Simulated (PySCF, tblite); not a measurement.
**C₆H₈N radical: geometry, infrared bands and EPR parameters**

Aim: predict the infrared bands and EPR parameters of C₆H₈N radical (`C[C]1CC(C#N)C1`).

The runs use tblite 0.8.0 and PySCF 2.14.0, with density-fitted response routines of our own; the level of theory stands in each step. All values are computed, except where a source is named. Atoms are numbered from 0 throughout.

## (1) Starting geometry

15 atoms, charge 0, multiplicity 2; geometry from: force field or distance geometry start.

Bonds of the start (Å): C0–C1 1.46, C1–C2 1.49, C2–C3 1.54, C3–C4 1.44, C4–N5 1.16, C3–C6 1.53, C6–C1 1.47, C0–H7 1.09, C0–H8 1.10, C0–H9 1.09, C2–H10 1.09, C2–H11 1.10, C3–H12 1.11, C6–H13 1.09, C6–H14 1.09.

## (2) Relaxing the molecule with GFN2-xTB

Job settings and geometry (Å):

```
{"job": {"kind": "relax", "xc": "GFN2-xTB", "basis": "xTB"}, "charge": 0, "multiplicity": 2}
C     -2.057100     0.363500     0.013600
C     -0.787200    -0.342900     0.182800
C      0.220200     0.013300     1.219400
C      1.290500    -0.547200     0.271400
C      2.483600     0.244100     0.142800
N      3.439800     0.886600     0.017000
C      0.254900    -0.417700    -0.853700
H     -2.628300    -0.069100    -0.805600
H     -2.665800     0.290100     0.924100
H     -1.904100     1.424000    -0.202000
H      0.089500    -0.521100     2.160200
H      0.253100     1.091000     1.414000
H      1.519300    -1.603800     0.517500
H      0.321300     0.484000    -1.466700
H      0.165900    -1.286700    -1.499100
```

Command:

```bash
OMP_NUM_THREADS=1 python probes_run.py task.json out
```

The driver reads the jobs from task.json and runs them one after another.

Log:

```text
step      E/eV     max force
  0    -536.39429    1.785
  1    -536.39199    5.253
  2    -536.48677    0.802
  3    -536.51580    0.508
  4    -536.53681    0.272
  5    -536.55102    0.300
  6    -536.55891    0.279
  7    -536.57225    0.204
  8    -536.58045    0.210
  9    -536.58571    0.207
 10    -536.58952    0.257
 11    -536.59472    0.256
 12    -536.60149    0.214
 13    -536.60857    0.201
 14    -536.61402    0.156
 15    -536.61813    0.163
 16    -536.62235    0.162
 17    -536.62687    0.155
 18    -536.63087    0.176
 19    -536.63403    0.179
 20    -536.63673    0.196
 21    -536.63913    0.157
 22    -536.64077    0.084
 23    -536.64149    0.055
 24    -536.64176    0.037
 25    -536.64191    0.023
 26    -536.64200    0.021
 27    -536.64205    0.016
 28    -536.64207    0.012
 29    -536.64209    0.013
 30    -536.64211    0.014
 31    -536.64215    0.019
 32    -536.64223    0.028
 33    -536.64235    0.032
 34    -536.64253    0.036
 35    -536.64273    0.041
 36    -536.64290    0.047
 37    -536.64309    0.047
 38    -536.64339    0.046
 39    -536.64386    0.071
 40    -536.64443    0.072
 41    -536.64490    0.041
 42    -536.64516    0.035
 43    -536.64530    0.029
 44    -536.64545    0.039
 45    -536.64563    0.038
 46    -536.64585    0.043
 47    -536.64613    0.044
 48    -536.64648    0.046
 49    -536.64685    0.056
 50    -536.64717    0.049
 51    -536.64739    0.033
 52    -536.64757    0.031
 53    -536.64768    0.031
 54    -536.64777    0.025
 55    -536.64784    0.022
 56    -536.64790    0.017
 57    -536.64794    0.013
 58    -536.64796    0.012
 59    -536.64797    0.013
 60    -536.64798    0.008
```

It took 0.3 s on 1 thread of Arm Neoverse V1, shared host.

The steps of the relaxation: (not every step is listed) (the energy doesn't fall at every step)

| step | energy from step 0 (eV) | largest force (eV/Å) |
| --- | --- | --- |
| 0 | 0.0000 | 1.7848 |
| 1 | 0.0023 | 5.2530 |
| 2 | -0.0925 | 0.8025 |
| 3 | -0.1215 | 0.5077 |
| 4 | -0.1425 | 0.2720 |
| 5 | -0.1567 | 0.3001 |
| 6 | -0.1646 | 0.2786 |
| 7 | -0.1780 | 0.2043 |
| 8 | -0.1862 | 0.2096 |
| 12 | -0.2072 | 0.2139 |
| 16 | -0.2281 | 0.1616 |
| 20 | -0.2424 | 0.1959 |
| 24 | -0.2475 | 0.0367 |
| 28 | -0.2478 | 0.0124 |
| 32 | -0.2479 | 0.0279 |
| 36 | -0.2486 | 0.0471 |
| 40 | -0.2501 | 0.0722 |
| 44 | -0.2512 | 0.0388 |
| 48 | -0.2522 | 0.0456 |
| 52 | -0.2533 | 0.0315 |
| 55 | -0.2536 | 0.0216 |
| 56 | -0.2536 | 0.0168 |
| 57 | -0.2536 | 0.0132 |
| 58 | -0.2537 | 0.0122 |
| 59 | -0.2537 | 0.0127 |
| 60 | -0.2537 | 0.0075 |

Distances of close pairs at the start and the end, largest changes first:

| bond | before (Å) | after (Å) | change (Å) |
| --- | --- | --- | --- |
| C1–C6 | 1.472 | 1.492 | +0.020 |
| C3–H12 | 1.109 | 1.092 | -0.017 |
| C3–C6 | 1.535 | 1.552 | +0.017 |
| C2–C3 | 1.536 | 1.552 | +0.016 |
| C4–N5 | 1.159 | 1.144 | -0.014 |
| C0–C1 | 1.463 | 1.472 | +0.009 |
| C0–H8 | 1.098 | 1.090 | -0.008 |
| C6–H14 | 1.086 | 1.094 | +0.007 |

The next job starts from the end point, and lists it.

## (3) Vibrational analysis with GFN2-xTB

Job settings and geometry (Å):

```
{"job": {"kind": "ir", "xc": "GFN2-xTB", "basis": "xTB"}, "charge": 0, "multiplicity": 2}
C     -2.070949     0.506988    -0.014755
C     -0.764006    -0.150433     0.151080
C      0.214028    -0.098004     1.276440
C      1.313053    -0.554950     0.280442
C      2.375315     0.389591     0.103980
N      3.201499     1.167805    -0.042196
C      0.259641    -0.547152    -0.859000
H     -2.623204     0.057630    -0.839524
H     -2.659210     0.424023     0.898587
H     -1.963596     1.577703    -0.237947
H      0.039198    -0.793836     2.102023
H      0.378345     0.895731     1.709181
H      1.732983    -1.538983     0.496756
H      0.450394     0.189322    -1.648055
H      0.112096    -1.517445    -1.341371
```

Log:

```text
mode    cm-1     km/mol
  1      46.6      2.96
  2      82.9      0.46
  3     168.8      5.05
  4     173.8     10.73
  5     249.1      2.92
  6     302.4      2.14
  7     490.9      5.06
  8     539.1      2.85
  9     632.4      3.23
 10     809.5      0.62
 11     811.4      1.52
 12     913.5      3.11
 13     950.2      2.82
 14     965.3      0.29
 15     995.2      1.15
 16    1025.8      1.62
 17    1035.2      2.49
 18    1062.2      1.21
 19    1096.6      1.38
 20    1162.4      3.69
 21    1196.4      1.49
 22    1211.0      3.59
 23    1241.9     17.51
 24    1283.2      5.54
 25    1380.8     37.47
 26    1392.2     14.98
 27    1443.7      3.35
 28    1452.1      0.61
 29    1464.2      5.67
 30    1470.0      2.96
 31    2401.4    229.82
 32    2860.4     27.06
 33    2886.1     46.07
 34    2888.7     10.21
 35    2933.1     43.09
 36    2935.1     34.82
 37    2965.2     29.42
 38    3005.9     25.67
 39    3011.1     32.17
```

Run time: 0.37 s. Hardware: 1 thread of Arm Neoverse V1, shared host.

Which atoms move in the most intense modes:

| cm⁻¹ | km/mol | atoms |
| --- | --- | --- |
| 1381 | 37.5 | C1 58 % |
| 2401 | 229.8 | C4 60 %, N5 39 % |
| 2860 | 27.1 | H9 91 % |
| 2886 | 46.1 | H11 56 %, H10 17 %, H13 13 % |
| 2933 | 43.1 | H10 72 %, H11 23 % |
| 2935 | 34.8 | H14 72 %, H13 22 % |
| 2965 | 29.4 | H12 91 % |
| 3011 | 32.2 | H8 47 %, H7 44 % |

## (4) EPR parameters: B3LYP/pcH-1

Settings changed since step 3:

```diff
@@ -1,2 +1,2 @@
-{"job": {"kind": "ir", "xc": "GFN2-xTB", "basis": "xTB"}, "charge": 0, "multiplicity": 2}
+{"job": {"kind": "epr", "basis": "pcH-1"}, "charge": 0, "multiplicity": 2}
 C     -2.070949     0.506988    -0.014755
```

With the program's defaults for keys left out, this is: UKS B3LYP, pcH-1 on C H N, non-relativistic, mean-field spin-orbit, GIAO.

Log:

```text
UKS, coarse grid
  cycle   1  E = -288.06051057  |g| = 3.72e-01
  cycle   2  E = -287.90943263  |g| = 7.05e-01
  cycle   3  E = -288.12166872  |g| = 1.42e-01
  cycle   4  E = -288.13034502  |g| = 4.02e-02
  cycle   5  E = -288.13108975  |g| = 1.16e-02
  cycle   6  E = -288.13115680  |g| = 2.77e-03
  cycle   7  E = -288.13116239  |g| = 1.23e-03
  cycle   8  E = -288.13116266  |g| = 3.75e-04
UKS, final grid
  cycle   1  E = -288.13113729  |g| = 4.53e-04
  cycle   2  E = -288.13113712  |g| = 7.96e-04
  cycle   3  E = -288.13113738  |g| = 2.08e-04
  cycle   4  E = -288.13113740  |g| = 2.86e-05
  cycle   5  E = -288.13113740  |g| = 1.96e-05
E = -288.13113740 Eh   <S^2> = 0.7542 (exact 0.7500)
g shifts (ppm)      1          2          3
  rmc          -138       -138       -138
  gc              0         20         25
  oz_so         -48        703        769
  total        -186        585        656
hyperfine (MHz)  atom isotope    a_iso     a_fc   dipolar eigenvalues
    0   13C     -26.91     -26.91     -1.95     -0.70      2.65
    1   13C     125.41     125.41    -80.30    -78.58    158.88
    2   13C     -32.03     -32.03     -2.67     -0.28      2.94
    3   13C       6.26       6.26     -1.51     -1.37      2.88
    4   13C      -3.10      -3.10     -0.50     -0.31      0.81
    5   14N       0.02       0.02     -0.10     -0.09      0.19
    6   13C     -32.01     -32.01     -2.67     -0.27      2.94
    7    1H      34.09      34.09     -4.86     -4.45      9.32
    8    1H      33.97      33.97     -4.87     -4.45      9.32
    9    1H     142.33     142.33     -4.60     -3.19      7.80
   10    1H     107.11     107.11     -4.93     -4.12      9.05
   11    1H     102.23     102.23     -4.26     -2.94      7.20
   12    1H      -2.17      -2.17     -2.52     -2.41      4.93
   13    1H     102.32     102.32     -4.26     -2.94      7.20
   14    1H     107.11     107.11     -4.93     -4.13      9.06
```

It took 50 s on 1 thread of Arm Neoverse V1, shared host; peak memory 1 GiB.

Principal g values 2.00213, 2.00290, 2.00298; g(iso) = 2.00267, against 2.00232 for a free electron.

Hyperfine couplings; where a row names several nuclei, a(iso) is their mean (it holds for fast rotation or exchange) and the dipolar term the largest among them:

| nuclei | isotope | a(iso) (MHz) | a(iso) (G, at g = 2.0023) | largest dipolar term (MHz) |
| --- | --- | --- | --- | --- |
| C1 | 13C | 125.4 | 44.7 | 158.9 |
| H10, H14 | 1H | 107.1 | 38.2 | 9.1 |
| H11, H13 | 1H | 102.3 | 36.5 | 7.2 |
| H7, H8, H9 | 1H | 70.1 | 25.0 | 9.3 |
| C2, C6 | 13C | -32.0 | -11.4 | 2.9 |
| C0 | 13C | -26.9 | -9.6 | 2.6 |
| C3 | 13C | 6.3 | 2.2 | 2.9 |
| C4 | 13C | -3.1 | -1.1 | 0.8 |
| H12 | 1H | -2.2 | -0.8 | 4.9 |
| N5 | 14N | 0.0 | 0.0 | 0.2 |

Mulliken spin populations:

C0 -0.07; C1 0.95; C2 -0.09; C3 0.01; C4 0.00; N5 0.00; C6 -0.09; H7 0.01; H8 0.01; H9 0.07; H10 0.04; H11 0.05; H12 0.00; H13 0.05; H14 0.04

In first order the couplings over 0.8 MHz of 1H give 72 distinct lines over 225.3 G, if the averaged nuclei exchange fast.

Orbitals, density, ELF and potential are computed afterwards from the orbital file.

ELF in a plane through or near 6 of the atoms.

Ten even steps from '0' (0.00) to '9' (1.00):
```
0000000000000000000000000000
0000000000000000000000000000
0000000000000000000000000000
0000000000000000000000000000
0000000000001110000000000000
0000000000014531000264100000
0000000000136652000899700000
0000000000352344103999920000
0000001123684488424999820000
0000012355368594576898400000
0000013364435363286575200000
0000012245688497555999710000
0000001112573757214999930000
0000000000244243002999920000
0000000000125652000699400000
0000000000012320000021000000
0000000000000000000000000000
0000000000000000000000000000
0000000000000000000000000000
0000000000000000000000000000
```
The map spans 11.3 Å across and 8.7 Å up, centred on the molecule. Atoms in the plane (x, y in Å): C1 (0.7, 0.0), C2 (-0.3, 1.1), C3 (-1.4, 0.0), C6 (-0.3, -1.1), H7 (2.7, -0.9), H8 (2.7, 0.9).

On the surface of density 0.002 e/bohr³ the electrostatic potential runs, from the 1st to the 99th percentile, from -1.91 V near N5 to 1.17 V near H12.

The spin density lies nearest to C1 65 %.

## (5) What came out

```
                                 quantity                  value
strongest single infrared mode (GFN2-xTB)  2401 cm⁻¹, 230 km/mol
             zero-point energy (GFN2-xTB)          75.7 kcal/mol
                           g(iso) (B3LYP)                2.00267
                                     ⟨S²⟩     0.754 (exact 0.75)
       largest a(iso) (averaged by class)   13C on C1, 125.4 MHz
    surface potential, 1st and 99th percentile     -1.91 V and 1.17 V
```

The optimisation took 60 steps and gained 0.254 eV; among the close pairs (by a distance rule), C1–C6 changed most, from 1.472 to 1.492 Å. All 39 modes are real, so the xTB geometry is a minimum. The strongest single mode, at 2401 cm⁻¹, moves mainly C4 and N5. Unscaled tight-binding wavenumbers are off by several per cent, some by more. Its intensities can rank the bands wrongly. C1 carries the largest spin population, 0.95 e. The isotropic g lies 0.4 ppt above the free-electron value.
